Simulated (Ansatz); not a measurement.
**C2H5FSn: a ladder of functionals and wavefunction methods**

Aim: compute C2H5FSn with functionals from several rungs and with coupled cluster. The yardstick is the atomisation energy at the CCSD(T) limit.

Method: functionals in def2-TZVPP, the program's frozen cores in correlated methods; program: Ansatz 0.2.0, Gaussian basis.

Plan: LDA (SPW92), PBE-D4, revPBE-D4, BLYP-D4, r2SCAN-D4, B97M-V, PBE0-D4, B3LYP-D4, r2SCANh-D4, r2SCAN0-D4, HSE06-D4, BHLYP-D4, CAM-B3LYP-D4, LC-ωPBE, ωB97X-V, ωB97M-V, B2PLYP, PBE-QIDH; CCSD(T)/def2-SVP; CCSD(T)/def2-TZVPP; MP2/def2-QZVPP; extrapolation to the limit; RPA on PBE.

## (1) The geometry

An earlier PBE0-D4 in a triple-zeta def2 set relaxation fixed the geometry. Sn takes the def2 core potential; no spin-orbit term is included.

SMILES `C=[CH][SnH2][F]`, 9 atoms, charge 0, spin multiplicity 1.

Atoms are counted from 1 here; the program's logs count them from 0.

Bond lengths: C1–C2 1.328 Å, C1–H5 1.087 Å, C1–H6 1.087 Å, C2–Sn3 2.112 Å, C2–H7 1.087 Å, Sn3–F4 1.930 Å, Sn3–H8 1.705 Å, Sn3–H9 1.703 Å. Angles: C2–C1–H5 121.8°, C2–C1–H6 122.5°, H5–C1–H6 115.7°, C1–C2–Sn3 121.5°, C1–C2–H7 119.5°, Sn3–C2–H7 119.0°, C2–Sn3–F4 106.0°, C2–Sn3–H8 111.0°, C2–Sn3–H9 115.3°, F4–Sn3–H8 105.4°, F4–Sn3–H9 103.3°, H8–Sn3–H9 114.6°.

## (2) LDA

This LDA is Slater exchange with PW92 correlation.

File in.yaml:

```yaml
crystal:
  periodic: [false, false, false]
  atoms:
    - {symbol: C, position_ang: [-1.266777, 1.077614, -0.015768]}
    - {symbol: C, position_ang: [-0.762391, -0.092499, -0.389230]}
    - {symbol: Sn, position_ang: [1.133930, -0.738938, 0.277519]}
    - {symbol: F, position_ang: [2.243534, -0.850364, -1.298100]}
    - {symbol: H, position_ang: [-2.243960, 1.414786, -0.353131]}
    - {symbol: H, position_ang: [-0.732816, 1.760508, 0.639925]}
    - {symbol: H, position_ang: [-1.336664, -0.736403, -1.050063]}
    - {symbol: H, position_ang: [1.869377, 0.440263, 1.265304]}
    - {symbol: H, position_ang: [1.184267, -2.321166, 0.906344]}
basis:
  gaussian: {orbitals: def2-TZVPP}
hamiltonian: {xc: lda}
output: {orbitals: {seedname: orbitals}}
```

The run is started by

```
> ansatz run in.yaml --threads 4 --pin off --events-out ev --progress --plain --max-ram 10444MiB
```

After this run come: PBE-D4 (GGA); revPBE-D4 (GGA); BLYP-D4 (GGA); r2SCAN-D4 (meta-GGA); B97M-V (meta-GGA); B3LYP-D4 (hybrid); r2SCANh-D4 (hybrid); r2SCAN0-D4 (hybrid); HSE06-D4 (hybrid); BHLYP-D4 (hybrid); CAM-B3LYP-D4 (range-separated); LC-ωPBE (range-separated); ωB97X-V (range-separated); ωB97M-V (range-separated); B2PLYP (double hybrid); PBE-QIDH (double hybrid); CCSD(T) in def2-SVP; CCSD(T) in def2-TZVPP; MP2 in def2-QZVPP; RPA on PBE orbitals.

Q: Predict the results of all the runs planned. Wanted: atomisation energy, CCSD(T)/CBS; farthest beyond LDA; mean size of error, GGA; mean size of error, meta-GGA; mean size of error, hybrid; mean size of error, range-separated; mean size of error, double hybrid; gap, smallest and largest; T1 diagnostic.

**Answer**, as computed:

| quantity | value |
| --- | --- |
| atomisation energy, CCSD(T)/CBS | 751.2 kcal/mol |
| functionals within 7.5 kcal/mol (1.0 %) | PBE-D4, BLYP-D4, r2SCAN-D4, B97M-V, PBE0-D4, B3LYP-D4, HSE06-D4, CAM-B3LYP-D4, ωB97X-V, ωB97M-V |
| farthest beyond LDA | BHLYP-D4 (-28.5 kcal/mol) |
| mean size of error, GGA | 8.6 kcal/mol |
| mean size of error, meta-GGA | 3.7 kcal/mol |
| mean size of error, hybrid | 13.1 kcal/mol |
| mean size of error, range-separated | 4.1 kcal/mol |
| mean size of error, double hybrid | 12.9 kcal/mol |
| gap, smallest and largest | 5.17 eV (LDA (SPW92)), 12.37 eV (LC-ωPBE) |
| T1 diagnostic | 0.0133 |
| triples share of the correlation energy | 3.4 % |

What this shows: The LDA atomisation energy is off by 101.4 kcal/mol (13 %): it overbinds. PBE-D4 is off by +7.1 kcal/mol. Double hybrids carry the basis error of their MP2 part in triple zeta, and no dispersion term here, so their miss is partly the set-up's. The rungs meta-GGA, range-separated miss on average by less than the doubt on the reference (7.5 kcal/mol), so they tie. The reference freezes the cores and leaves out spin-orbit coupling and excitations past (T), and its outer-core shells are covered unevenly, so misses under about 7.5 kcal/mol can't be ranked. All levels share the lack of spin-orbit coupling, which lowers the free heavy atoms and so the true binding. Hartree-Fock recovers 72 % of the binding; the rest is correlation. CCSD(T) in def2-SVP is off by -46.2 kcal/mol, so the small basis spoils what the method gains. The gap grows from 5.2 to 12.4 eV across the functionals, mostly with the share of exact exchange. Correlated methods include outer-core shells of Sn, which these sets cover unevenly.
